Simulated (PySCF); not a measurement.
# C₂H₅F₃O₂Si₂: electronic excitations

What electronic excitations should C₂H₅F₃O₂Si₂ (`O=C([SiH2]O[SiH3])C(F)(F)F`) show?

The runs use PySCF 2.14.0, with density-fitted response routines of our own; the level of theory stands in each step. All values are computed, except where a source is named. Atoms count from 0, in the outputs and in this text.

### Step 1. The starting structure

14 atoms, charge 0, multiplicity 1; geometry from: GFN2-xTB.

Bonds of the start (Å): O0–C1 1.20, C1–Si2 1.92, Si2–O3 1.60, O3–Si4 1.65, C1–C5 1.54, C5–F6 1.34, C5–F7 1.35, C5–F8 1.33, Si2–H9 1.46, Si2–H10 1.46, Si4–H11 1.46, Si4–H12 1.46, Si4–H13 1.46.

### Step 2. TDDFT and polarisability: CAM-B3LYP/def2-SVPD

What the job is given:

```
{"job": {"kind": "uv", "xc": "CAM-B3LYP", "basis": "def2-SVPD", "nstates": 8, "ntriplets": 3}, "charge": 0, "multiplicity": 1}
O     -0.946174    -1.241425    -0.822613
C     -1.068056    -0.103976    -0.460681
Si     0.303015     0.973094     0.354563
O      1.556425     0.005127     0.560524
Si     2.491680    -1.344134     0.452613
C     -2.424994     0.615109    -0.622462
F     -2.979497     0.825275     0.584412
F     -2.247458     1.829008    -1.174590
F     -3.320371    -0.031200    -1.366399
H      0.641936     2.022558    -0.596756
H     -0.194996     1.396926     1.655563
H      3.486200    -1.113913     1.497212
H      1.644133    -2.501185     0.709604
H      3.057479    -1.331738    -0.892719
```

Level: TDDFT CAM-B3LYP/def2-SVPD, vertical, gas phase, core orbitals frozen in the response.

Run with:

```bash
$ OMP_NUM_THREADS=1 python probes_run.py task.json out
```

One launch serves the whole session: the jobs run in the order shown.

Predict these results of the whole session: lowest singlet (CAM-B3LYP/def2-SVPD); brightest single state of those computed; lowest triplet.

The runs gave:

```
                                quantity                        value
    lowest singlet (CAM-B3LYP/def2-SVPD)  3.41 eV (363 nm), f = 0.001
brightest single state of those computed  state 2, 6.50 eV, f = 0.019
                          lowest triplet                      2.71 eV
```

What this shows: The lowest singlet, at 3.41 eV, is HOMO→LUMO 0.94 and is dark; of the 8 states computed, the strongest absorption comes from state 2 at 6.50 eV. The lowest triplet lies 0.70 eV below the lowest singlet (triplets in Tamm-Dancoff, singlets in full TDDFT).
